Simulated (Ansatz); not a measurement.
# B2H6Se2: the cost of one run

Program: Ansatz 0.2.0. Level of theory: the levels named in each step. These are calculated values, not measurements.

### 1 The system as given

Bond lengths: B1–Se2 2.138 Å, Se2–Se3 2.371 Å, Se3–B4 2.138 Å, B1–H5 1.204 Å, B1–H6 1.213 Å, B1–H7 1.201 Å, B4–H8 1.203 Å, B4–H9 1.213 Å, B4–H10 1.202 Å. Angles: B1–Se2–Se3 107.8°, Se2–B1–H5 108.3°, Se2–B1–H6 103.3°, Se2–B1–H7 108.6°, H5–B1–H6 111.4°, H5–B1–H7 113.2°, H6–B1–H7 111.6°, Se2–Se3–B4 107.6°, Se3–B4–H8 108.4°, Se3–B4–H9 103.3°, Se3–B4–H10 108.6°, H8–B4–H9 111.4°, H8–B4–H10 113.2°, H9–B4–H10 111.5°.

Structure file:

```xyz
10

B     2.3819   -0.9444    0.6294
Se    0.8033   -0.5031   -0.7434
Se   -0.8227    0.7799    0.4099
B    -2.2755   -0.5744    1.2002
H     2.8805    0.0941    0.9779
H     3.1531   -1.6033   -0.0358
H     1.9296   -1.5808    1.5417
H    -2.7584   -1.1881    0.2851
H    -3.0896    0.1615    1.7179
H    -1.7402   -1.2797    2.0123
```

### 2 A rough first relaxation, PBE-D4/def2-SVPD

The input, input.yaml:

```yaml
crystal:
  periodic: [false, false, false]
  atoms:
    - { symbol: B, position_ang: [2.38194, -0.94442, 0.62945] }
    - { symbol: Se, position_ang: [0.8033, -0.5031, -0.7434] }
    - { symbol: Se, position_ang: [-0.82267, 0.77993, 0.40992] }
    - { symbol: B, position_ang: [-2.27548, -0.57435, 1.20023] }
    - { symbol: H, position_ang: [2.88047, 0.09411, 0.97786] }
    - { symbol: H, position_ang: [3.1531, -1.60327, -0.03578] }
    - { symbol: H, position_ang: [1.92957, -1.58082, 1.54166] }
    - { symbol: H, position_ang: [-2.75844, -1.18813, 0.28514] }
    - { symbol: H, position_ang: [-3.08955, 0.16154, 1.71793] }
    - { symbol: H, position_ang: [-1.74017, -1.27974, 2.01233] }
total_charge: -2
basis:
  gaussian: { orbitals: def2-SVPD }
hamiltonian:
  xc: pbe
  dispersion: d4
relax:
  f_tol: 0.03
  max_steps: 200
```

Command:

```sh
$ ansatz run input.yaml --threads 4 --pin off --max-ram 10240MiB --backend cpu --events-out ev --progress --plain --runs-dir out
```

What time and memory should one allow on 4 threads of Arm Neoverse V2, shared host?

About 22 s, with a peak of 0.28 GiB.
